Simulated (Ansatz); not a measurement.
# TiTe3Mo: the cost of one run

Method: DFT PBE, scalar-relativistic, plane waves, PAW, in Ansatz 0.2.0.

## 1. The structure to begin with

It takes space group Cmmm (No. 65, orthorhombic). Conventional cell: a = 4.915 Å, b = 5.648 Å, c = 9.820 Å, α = 90.00°, β = 90.00°, γ = 90.00°. Around Ti (site symmetry mmm) lie 8 Te at 3.37 to 3.65 Å and 4 Ti at 3.74 Å. Te (site symmetry mm2) is surrounded by 5 Te at 2.60 to 3.74 Å and 4 Ti at 3.37 to 3.65 Å and 2 Mo at 3.58 Å. Around Te (site symmetry mmm) lie 4 Mo at 2.46 to 2.82 Å and 2 Te at 2.60 Å. Mo (site symmetry mmm) has 4 Te at 2.46 to 2.82 Å as nearest neighbours.

Structure file:

```cif
data_structure
_symmetry_space_group_name_H-M 'P 1'
_symmetry_Int_Tables_number 1
_cell_length_a 3.7435
_cell_length_b 3.7435
_cell_length_c 9.8198
_cell_angle_alpha 90.000
_cell_angle_beta 90.000
_cell_angle_gamma 97.942
_cell_volume 136.29
loop_
_atom_site_label
_atom_site_type_symbol
_atom_site_fract_x
_atom_site_fract_y
_atom_site_fract_z
_atom_site_occupancy
Ti1 Ti 0.00000 0.00000 0.50000 1
Te1 Te 0.50000 0.50000 0.73544 1
Te2 Te 0.50000 0.50000 0.26456 1
Te3 Te 0.50000 0.50000 0.00000 1
Mo1 Mo 0.00000 0.00000 0.00000 1
```

Recipe of the guess: random cell by space group and Wyckoff sites (Cmmm, No. 65). The dimensions are guesses.

## 2. The guess as it stands, on a coarse mesh

The input, input.yaml:

```yaml
crystal:
  lattice:
    - [2.45738682, -2.82400187, 0.0]
    - [2.45738682, 2.82400187, 0.0]
    - [0.0, 0.0, 9.81978953]
  atoms:
    - { symbol: Ti, position: [0.0, 0.0, 0.5] }
    - { symbol: Te, position: [0.5, 0.5, 0.73543508] }
    - { symbol: Te, position: [0.5, 0.5, 0.26456492] }
    - { symbol: Te, position: [0.5, 0.5, 0.0] }
    - { symbol: Mo, position: [0.0, 0.0, 0.0] }
basis:
  ecutwfc: 420
kpoints:
  mp_grid: { grid: [6, 6, 2] }
hamiltonian:
  xc: pbe
scf:
  occupations: { method: gaussian, width: 0.1 }
  lower_state_search: "off"
output:
  forces: true
  stress: true
  eigenvalues: true
```

Command:

```sh
ansatz run input.yaml --threads 1 --pin off --max-ram 2560MiB --backend cpu --events-out ev --progress --plain --runs-dir out
```

Q: Estimate wall time and peak memory on 1 thread of Arm Neoverse V1, shared host.

About 10 s, with a peak of 0.46 GiB.
